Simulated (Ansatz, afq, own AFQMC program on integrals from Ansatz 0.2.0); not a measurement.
# H2Br (doublet): AFQMC on the coupled-cluster ladder at distance H1–H2 along a hydrogen transfer = 0.835 Å, cc-pVTZ

How near does AFQMC come to the top of the ladder for H2Br (doublet)?

Method: cc-pVTZ, frozen cores; program: Ansatz 0.2.0, Gaussian basis, and an in-house AFQMC program (afq) on its integrals; all values are calculated.

To be run: PBE (unrestricted); CCSD(T) on UHF; r2SCAN (unrestricted); CCSDT(Q) on UHF; PBE0 (unrestricted); B3LYP (unrestricted); wB97M-V (unrestricted); B2PLYP (unrestricted); Phaseless AFQMC, CISD trial on UHF.

### 1 What is computed

The geometry derives from fragments relaxed apart (PBE0/def2-TZVP) and kept rigid, so it is no stationary point. A hydrogen atom is moved between rigid fragments. No spin-orbit coupling is included. The filled d shell of Br may be among the frozen orbitals whatever the setting's name suggests; the logs give the count.

3 atoms, charge 0, spin multiplicity 2.

Atoms are counted from 1 here; the program's logs count them from 0.

Bond lengths: H1–H2 0.835 Å, H2–Br3 1.756 Å. Angles: H1–H2–Br3 180.0°.

Geometry (Å):

```xyz
3

H     0.0000    0.0000   -1.1420
H     0.0000    0.0000   -0.3070
Br    0.0000    0.0000    1.4490
```

### 2 PBE (unrestricted)

in.yaml reads:

```yaml
crystal:
  periodic: [false, false, false]
  atoms:
    - {symbol: H, position_ang: [0.000000, 0.000000, -1.142000]}
    - {symbol: H, position_ang: [0.000000, 0.000000, -0.307000]}
    - {symbol: Br, position_ang: [0.000000, 0.000000, 1.449000]}
basis:
  gaussian: {orbitals: cc-pVTZ}
magnetization: {spin_polarized: true, initial_magnetization: 1}
hamiltonian: {xc: {name: PBE}}
output: {orbitals: {seedname: orbitals}}
```

Command:

```sh
$ ansatz run in.yaml --threads 1 --pin off --events-out ev --progress --plain --max-ram 5632MiB --backend cpu
```

What it wrote:

```text
Functional definition: PBE
  name "PBE"
  cite "Perdew, Burke & Ernzerhof, Phys. Rev. Lett. 77, 3865 (1996) doi:10.1103/PhysRevLett.77.3865"
  parent pbe
  parameter kappa = 0.804
  parameter beta = 0.06672455060314922
  exchange = pbe_x(kappa = kappa, mu = beta*pi^2/3)
  correlation = pbe_c(beta = beta)
494 factors; their error is unknown
mean field evaluation 1: about -70067.0212 eV, gradient 8.5e0 eV
mean field evaluation 2: about -70066.9612 eV, gradient 8.5e0 eV
mean field evaluation 4: about -70067.4671 eV, gradient 4.0e-1 eV
mean field evaluation 8: about -70067.4645 eV, gradient 1.6e-2 eV
mean field evaluation 16: about -70065.7890 eV, gradient 8.2e0 eV
mean field -70067.46449846 eV, -2574.9318268851 hartree, gradient 2.0e-5 eV, S^2 0.754036; 4 other end points of the search recorded, 0 dependent functions left out
reference -70067.46452695 eV, -2574.9318279322 hartree; 19, 18 occupied and 52, 53 virtual orbitals, 494 factors
Total energy: -70067.46452695 eV, -2574.9318279322 hartree
```

Run time: 1.6 s. Hardware: 1 thread of AMD EPYC 7R13 (Zen 3), shared host; peak memory 1.6 GiB.

From the report: ⟨S²⟩ of the determinant 0.754 (pure doublet: 0.75).

### 3 CCSD(T) on UHF

in.yaml: that of step 2 with these lines changed.

```diff
@@ -9,3 +9,2 @@
 magnetization: {spin_polarized: true, initial_magnetization: 1}
-hamiltonian: {xc: {name: PBE}}
-output: {orbitals: {seedname: orbitals}}
+correlation: {method: ccsd_t, electrons: outside_noble_gas, hamiltonian_folder: ham}
```

Command:

```sh
$ ansatz run in.yaml --threads 1 --pin off --events-out ev --progress --plain --max-ram 16896MiB --backend cuda --devices 0, --max-vram 18GiB
```

What it wrote, cut to the lines that bear on the results:

```text
Functional definition: HF
  name "HF"
  cite "Fock, Z. Phys. 61, 126 (1930) doi:10.1007/BF01340294"
  parent pbe
[...]
425 factors; integrals over basis functions are off by at most 1.3e-3 eV
[...]
mean field -70029.81381787 eV, -2573.5481898941 hartree, gradient 2.7e-6 eV, S^2 0.781502; 9 other end points of the search recorded, 0 dependent functions left out
determinant -70029.81381787 eV, -2573.5481898941 hartree, with singles and doubles -70035.41481600 eV, -2573.7540227788 hartree
determinant -70028.91726144 eV, -2573.5152420530 hartree, with singles and doubles -70034.46577737 eV, -2573.7191462525 hartree
14 core orbitals not correlated: weight in the atoms' cores, before any rotation towards them, 1.000 or more for the frozen orbitals, at most 0.000 for the correlated occupied ones
reference -70029.81381787 eV, -2573.5481898941 hartree; 5, 4 occupied and 52, 53 virtual orbitals, 425 factors
second order -4.83302460 eV of doubles, -0.00000000 eV of singles
cycle   1  -5.54594679 eV  change   -2.3e-1 eV  update   1.3e-2
[...]
cycle   8  -5.55405774 eV  change    3.1e-6 eV  update   6.4e-6
perturbative correction -0.16763024 eV, -0.0061602975 hartree
Total energy: -70035.53550584 eV, -2573.7584580487 hartree
```

It took 2.3 s on 1 × NVIDIA H100 80GB HBM3 with 1 thread of AMD EPYC 7R13 (Zen 3), shared host; peak host memory 1.6 GiB.

From the report: ⟨S²⟩ of the determinant 0.782 (pure doublet: 0.75); correlation -5.7217 eV; T1 0.013; largest double amplitude 0.06.

This run also writes the integrals to the folder ham.

### 4 r2SCAN (unrestricted)

in.yaml: that of step 3 with these lines changed.

```diff
@@ -9,2 +9,2 @@
 magnetization: {spin_polarized: true, initial_magnetization: 1}
-correlation: {method: ccsd_t, electrons: outside_noble_gas, hamiltonian_folder: ham}
+hamiltonian: {xc: {name: r2SCAN}}
```

Command:

```sh
$ ansatz run in.yaml --threads 1 --pin off --events-out ev --progress --plain --max-ram 5632MiB --backend cpu
```

What it wrote, cut to the lines that bear on the results:

```text
Functional definition: r2SCAN
  name "r2SCAN"
  cite "Furness, Kaplan, Ning, Perdew & Sun, J. Phys. Chem. Lett. 11, 8208 (2020) doi:10.1021/acs.jpclett.0c02405"
  cite "Furness, Kaplan, Ning, Perdew & Sun, J. Phys. Chem. Lett. 11, 9248 (2020) doi:10.1021/acs.jpclett.0c03077"
  parent r2scan
[...]
494 factors; their error is unknown
[...]
mean field -70077.63775096 eV, -2575.3056870189 hartree, gradient 9.2e-6 eV, S^2 0.758572; 4 other end points of the search recorded, 0 dependent functions left out
reference -70077.63775983 eV, -2575.3056873447 hartree; 19, 18 occupied and 52, 53 virtual orbitals, 494 factors
Total energy: -70077.63775983 eV, -2575.3056873447 hartree
```

Wall time 3.6 s (1 thread of AMD EPYC 7R13 (Zen 3), shared host); peak memory 1.6 GiB.

From the report: ⟨S²⟩ of the determinant 0.759 (pure doublet: 0.75).

### 5 CCSDT(Q) on UHF

in.yaml: that of step 4 with these lines changed.

```diff
@@ -9,2 +9,2 @@
 magnetization: {spin_polarized: true, initial_magnetization: 1}
-hamiltonian: {xc: {name: r2SCAN}}
+correlation: {method: ccsdt_q, electrons: outside_noble_gas}
```

Command:

```sh
$ ansatz run in.yaml --threads 1 --pin off --events-out ev --progress --plain --max-ram 16896MiB --backend cuda --devices 0, --max-vram 18GiB
```

What it wrote, cut to the lines that bear on the results:

```text
Functional definition: HF
  name "HF"
  cite "Fock, Z. Phys. 61, 126 (1930) doi:10.1007/BF01340294"
  parent pbe
[...]
744 factors; integrals over basis functions are off by at most 1.7e-7 eV
[...]
mean field -70029.81383547 eV, -2573.5481905408 hartree, gradient 5.3e-6 eV, S^2 0.781501; 7 other end points of the search recorded, 0 dependent functions left out
determinant -70029.81383547 eV, -2573.5481905408 hartree, with singles and doubles -70035.41485720 eV, -2573.7540242929 hartree
determinant -70028.91728220 eV, -2573.5152428158 hartree, with singles and doubles -70034.46582538 eV, -2573.7191480170 hartree
14 core orbitals not correlated: weight in the atoms' cores, before any rotation towards them, 1.000 or more for the frozen orbitals, at most 0.000 for the correlated occupied ones
reference -70029.81383547 eV, -2573.5481905408 hartree; 5, 4 occupied and 52, 53 virtual orbitals, 744 factors
second order -4.83304943 eV of doubles, -0.00000000 eV of singles
cycle   1  -5.35156344 eV  change   -5.2e-1 eV  update   6.0e-2
[...]
cycle  14  -5.74015178 eV  change    5.7e-7 eV  update   3.9e-7
perturbative correction -0.00528214 eV, -0.0001941152 hartree
Total energy: -70035.55926939 eV, -2573.7593313432 hartree
```

Run time: 3.5 s. Hardware: 1 × NVIDIA H100 80GB HBM3 with 1 thread of AMD EPYC 7R13 (Zen 3), shared host; peak host memory 1.6 GiB.

From the report: ⟨S²⟩ of the determinant 0.782 (pure doublet: 0.75); correlation -5.7454 eV; T1 0.013; largest double amplitude 0.06.

### 6 PBE0 (unrestricted)

in.yaml: that of step 5 with these lines changed.

```diff
@@ -9,2 +9,3 @@
 magnetization: {spin_polarized: true, initial_magnetization: 1}
-correlation: {method: ccsdt_q, electrons: outside_noble_gas}
+hamiltonian: {xc: {name: PBE0}}
+output: {orbitals: {seedname: orbitals}}
```

Command:

```sh
$ ansatz run in.yaml --threads 1 --pin off --events-out ev --progress --plain --max-ram 5632MiB --backend cpu
```

What it wrote:

```text
Functional definition: PBE0
  name "PBE0"
  cite "Adamo & Barone, J. Chem. Phys. 110, 6158 (1999) doi:10.1063/1.478522"
  cite "Perdew, Burke & Ernzerhof, Phys. Rev. Lett. 77, 3865 (1996) doi:10.1103/PhysRevLett.77.3865"
  parent pbe
  parameter a = 0.25
  parameter kappa = 0.804
  parameter beta = 0.06672455060314922
  exchange = (1 - a)*pbe_x(kappa = kappa, mu = beta*pi^2/3) + a*exact_x
  correlation = pbe_c(beta = beta)
533 factors; their error is unknown
mean field evaluation 1: about -70069.5108 eV, gradient 4.9e0 eV
mean field evaluation 2: about -70069.6260 eV, gradient 2.2e0 eV
mean field evaluation 4: about -70069.6542 eV, gradient 2.2e-1 eV
mean field evaluation 8: about -70069.8798 eV, gradient 1.4e-2 eV
mean field evaluation 16: about -70069.1887 eV, gradient 5.3e0 eV
mean field -70069.87977512 eV, -2575.0205866651 hartree, gradient 2.2e-5 eV, S^2 0.758303; 1 other end points of the search recorded, 0 dependent functions left out
reference -70069.87979630 eV, -2575.0205874438 hartree; 19, 18 occupied and 52, 53 virtual orbitals, 533 factors
Total energy: -70069.87979630 eV, -2575.0205874438 hartree
```

Run time: 1.2 s. Hardware: 1 thread of AMD EPYC 7R13 (Zen 3), shared host; peak memory 1.6 GiB.

From the report: ⟨S²⟩ of the determinant 0.758 (pure doublet: 0.75).

### 7 B3LYP (unrestricted)

in.yaml: that of step 6 with these lines changed.

```diff
@@ -9,3 +9,2 @@
 magnetization: {spin_polarized: true, initial_magnetization: 1}
-hamiltonian: {xc: {name: PBE0}}
-output: {orbitals: {seedname: orbitals}}
+hamiltonian: {xc: {name: B3LYP}}
```

Launched as before.

What it wrote, cut to the lines that bear on the results:

```text
Functional definition: B3LYP
  name "B3LYP"
  cite "Stephens, Devlin, Chabalowski & Frisch, J. Phys. Chem. 98, 11623 (1994) doi:10.1021/j100096a001"
  cite "Becke, Phys. Rev. A 38, 3098 (1988) doi:10.1103/PhysRevA.38.3098"
  cite "Lee, Yang & Parr, Phys. Rev. B 37, 785 (1988) doi:10.1103/PhysRevB.37.785"
  cite "Vosko, Wilk & Nusair, Can. J. Phys. 58, 1200 (1980) doi:10.1139/p80-159"
[...]
524 factors; their error is unknown
[...]
mean field -70079.07854923 eV, -2575.3586353786 hartree, gradient 2.4e-5 eV, S^2 0.756385; 1 other end points of the search recorded, 0 dependent functions left out
reference -70079.07873648 eV, -2575.3586422601 hartree; 19, 18 occupied and 52, 53 virtual orbitals, 524 factors
Total energy: -70079.07873648 eV, -2575.3586422601 hartree
```

It took 1.1 s on 1 thread of AMD EPYC 7R13 (Zen 3), shared host; peak memory 1.6 GiB.

From the report: ⟨S²⟩ of the determinant 0.756 (pure doublet: 0.75).

### 8 wB97M-V (unrestricted)

in.yaml: that of step 7 with these lines changed.

```diff
@@ -9,2 +9,3 @@
 magnetization: {spin_polarized: true, initial_magnetization: 1}
-hamiltonian: {xc: {name: B3LYP}}
+hamiltonian: {xc: {name: wB97M-V}}
+output: {orbitals: {seedname: orbitals}}
```

Launched as before.

What it wrote, cut to the lines that bear on the results:

```text
Functional definition: wB97M-V
  name "wB97M-V"
  cite "Mardirossian & Head-Gordon, J. Chem. Phys. 144, 214110 (2016) doi:10.1063/1.4952647"
  cite "Becke, J. Chem. Phys. 107, 8554 (1997) doi:10.1063/1.475007"
  cite "Vydrov & Van Voorhis, J. Chem. Phys. 133, 244103 (2010) doi:10.1063/1.3521275"
  # Of w^i u^j: cxij and so on, Table III.
[...]
  gx(w, u) = 1 - cx + cx01*u + cx10*w
  gss(w, u) = css00 + css04*u^4 + css10*w + css20*w^2 + css43*w^4*u^3
  gos(w, u) = cos00 + cos10*w + (cos20 + cos21*u)*w^2 + (cos60 + cos61*u)*w^6
[...]
      + integral(e_c_pw_mod_opposite_spin*gos(b97_w_opposite, b97_u_opposite)) + vv10(b, c)
516 factors; their error is unknown
93 factors; integrals over basis functions are off by at most 4.7e-5 eV
[...]
mean field -70073.75579546 eV, -2575.1630277857 hartree, gradient 3.1e-5 eV, S^2 0.756544; 1 other end points of the search recorded, 0 dependent functions left out
reference -70073.75582463 eV, -2575.1630288576 hartree; 19, 18 occupied and 52, 53 virtual orbitals, 516 factors
Total energy: -70073.75582463 eV, -2575.1630288576 hartree
```

Run time: 8.5 s. Hardware: 1 thread of AMD EPYC 7R13 (Zen 3), shared host; peak memory 1.6 GiB.

From the report: ⟨S²⟩ of the determinant 0.757 (pure doublet: 0.75).

### 9 B2PLYP (unrestricted)

in.yaml: that of step 8 with these lines changed.

```diff
@@ -9,3 +9,3 @@
 magnetization: {spin_polarized: true, initial_magnetization: 1}
-hamiltonian: {xc: {name: wB97M-V}}
-output: {orbitals: {seedname: orbitals}}
+hamiltonian: {xc: {name: B2PLYP}}
+correlation: {electrons: outside_noble_gas}
```

Same command.

What it wrote, cut to the lines that bear on the results:

```text
Functional definition: B2PLYP
  name "B2PLYP"
  cite "Grimme, J. Chem. Phys. 124, 034108 (2006) doi:10.1063/1.2148954"
  cite "Becke, Phys. Rev. A 38, 3098 (1988) doi:10.1103/PhysRevA.38.3098"
  cite "Lee, Yang & Parr, Phys. Rev. B 37, 785 (1988) doi:10.1103/PhysRevB.37.785"
[...]
425 factors; integrals over basis functions are off by at most 1.3e-3 eV
[...]
mean field -70064.97006107 eV, -2574.8401580021 hartree, gradient 5.2e-6 eV, S^2 0.764663; 4 other end points of the search recorded, 0 dependent functions left out
14 core orbitals not correlated: weight in the atoms' cores, before any rotation towards them, 1.000 or more for the frozen orbitals, at most 0.000 for the correlated occupied ones
reference -70064.97017979 eV, -2574.8401623649 hartree; 5, 4 occupied and 52, 53 virtual orbitals, 425 factors
second order -5.90652013 eV of doubles, -0.00000000 eV of singles
Total energy: -70066.56494023 eV, -2574.8987687299 hartree
```

It took 2.3 s on 1 thread of AMD EPYC 7R13 (Zen 3), shared host; peak memory 1.6 GiB.

From the report: ⟨S²⟩ of the determinant 0.765 (pure doublet: 0.75).

### 10 Phaseless AFQMC, CISD trial on UHF

It reads the integrals that the CCSD(T) run on this determinant wrote.

Command:

```sh
$ afq ham --method phaseless --trial cisd --walkers 4000 --populations 20 --least-time 60 --time-step 0.005 --steps-per-block 50 --equilibration-blocks 28 --max-blocks 4000 --target-error 0.00018 --factor-cut 1e-05 --start spin_pure --seed 6321 --release-times 0.24,0.51,0.99,1.62,2.4 --release-step 0.03 --release-every 3 --taylor-order 6
```

What it wrote:

```text
orbitals 57  electrons 5 4  factors 364 of 425
reference energy -2573.54818989 Eh
CCSD correlation -0.20410778 Eh in 10 cycles, weight of the determinant in the CISD state 0.9104
energy of the start -2573.751384 Eh
 block  time / (1/Eh)  mean weight  energy / Eh
     1     0.250  0.9998  -2573.750497
     2     0.500  0.9998  -2573.752402
     3     0.750  1.0000  -2573.754748
     4     1.000  1.0000  -2573.756354
     5     1.250  1.0000  -2573.757038
     6     1.500  1.0000  -2573.757598
     7     1.750  1.0001  -2573.758306
     8     2.000  1.0001  -2573.758055
     9     2.250  0.9998  -2573.758630
    10     2.500  0.9998  -2573.758923
    11     2.750  1.0000  -2573.758807
    12     3.000  1.0001  -2573.759126
    13     3.250  1.0000  -2573.758825
    14     3.500  1.0002  -2573.758617
    15     3.750  1.0001  -2573.759076
    16     4.000  1.0001  -2573.759244
    17     4.250  0.9999  -2573.759646
    18     4.500  1.0001  -2573.759254
    19     4.750  0.9998  -2573.759366
    20     5.000  0.9999  -2573.759971
    21     5.250  1.0001  -2573.759450
    22     5.500  1.0000  -2573.758795
    23     5.750  0.9999  -2573.758638
    24     6.000  0.9999  -2573.758945
    25     6.250  1.0000  -2573.758913
    26     6.500  1.0004  -2573.759615
    27     6.750  1.0002  -2573.759191
    28     7.000  0.9998  -2573.758858
    29     7.250  1.0002  -2573.758873
    30     7.500  1.0001  -2573.759007
    31     7.750  1.0000  -2573.758829
    32     8.000  0.9999  -2573.759023
    33     8.250  1.0003  -2573.758999
    34     8.500  1.0000  -2573.759588
    35     8.750  1.0002  -2573.759312
    36     9.000  1.0000  -2573.759219
    37     9.250  0.9998  -2573.759121
    38     9.500  0.9999  -2573.759202
    39     9.750  0.9997  -2573.759196
    40    10.000  1.0001  -2573.758755
    41    10.250  0.9999  -2573.758941
    42    10.500  1.0002  -2573.759144
    43    10.750  0.9997  -2573.758862
    44    11.000  1.0001  -2573.759039
    45    11.250  0.9999  -2573.759596
    46    11.500  1.0002  -2573.759507
    47    11.750  0.9997  -2573.759192
    48    12.000  0.9998  -2573.759288
    49    12.250  1.0002  -2573.758958
    50    12.500  0.9997  -2573.758951
    51    12.750  1.0004  -2573.759385
    52    13.000  0.9999  -2573.758599
    53    13.250  0.9998  -2573.758941
    54    13.500  1.0000  -2573.759472
    55    13.750  1.0001  -2573.759046
    56    14.000  1.0002  -2573.758486
    57    14.250  0.9999  -2573.758692
    58    14.500  1.0001  -2573.758844
    59    14.750  1.0001  -2573.758884
    60    15.000  1.0002  -2573.758661
    61    15.250  1.0002  -2573.759111
    62    15.500  1.0000  -2573.759022
    63    15.750  0.9998  -2573.759225
    64    16.000  1.0000  -2573.759489
    65    16.250  0.9999  -2573.759103
    66    16.500  1.0000  -2573.759318
    67    16.750  1.0005  -2573.759410
    68    17.000  0.9999  -2573.759019
    69    17.250  1.0000  -2573.758667
    70    17.500  0.9997  -2573.758479
    71    17.750  1.0000  -2573.759072
    72    18.000  1.0002  -2573.758543
    73    18.250  1.0000  -2573.758901
    74    18.500  1.0001  -2573.758841
    75    18.750  1.0001  -2573.759291
    76    19.000  0.9998  -2573.759548
    77    19.250  1.0002  -2573.759492
    78    19.500  1.0002  -2573.759045
error from the spread of 20 populations
released: time / (1/Eh)  energy / Eh  error  mean overlap
  0.24  -2573.759155  0.000059  0.9983
  0.51  -2573.759288  0.000062  0.9955
  0.99  -2573.759316  0.000058  0.9963
  1.62  -2573.759408  0.000061  0.9925
  2.40  -2573.759470  0.000088  0.9849
energy -2573.759064 +/- 0.000074 Eh
```

It took 38 s on 1 × NVIDIA H100 80GB HBM3 with 2 threads of AMD EPYC 7R13 (Zen 3), shared host; peak host memory 1.6 GiB.

Energy -70035.5520 ± 0.0020 eV. Caveats: constraint bias not in the error.

### 11 All levels side by side

On the UHF determinant, counted from CCSDT(Q) (a yardstick, not exact):

| level | energy (eV) | from CCSDT(Q) (meV) | statistical error (meV) | time |
| --- | --- | --- | --- | --- |
| HF | -70029.8138 | +5745.5 |  |  |
| MP2 | -70034.6468 | +912.4 |  |  |
| CCSD | -70035.3679 | +191.4 |  |  |
| CCSD(T) | -70035.5355 | +23.8 |  |  |
| CCSDT(Q) | -70035.5593 | 0.0 |  |  |
| Phaseless AFQMC, CISD trial, step 0.005, 4000 walkers | -70035.5520 | +7.3 | 2.0 | 38 s |

The functionals' totals stand on their own zeros and serve differences with other points: PBE -70067.465 eV; r2SCAN -70077.638 eV; PBE0 -70069.880 eV; B3LYP -70079.079 eV; wB97M-V -70073.756 eV; B2PLYP -70066.565 eV.

### 12 Summary of results

| quantity | value |
| --- | --- |
| CCSD(T) on UHF from CCSDT(Q) | +23.8 meV |
| Phaseless AFQMC, CISD trial on UHF from CCSDT(Q) | +7.3 ± 2.0 meV |

In words: On UHF the phaseless walk with the CISD trial lies +7.3 meV from CCSDT(Q), 4 times its error bar. Error bars are statistical and leave out the constraint, the time step and what remains of the start.
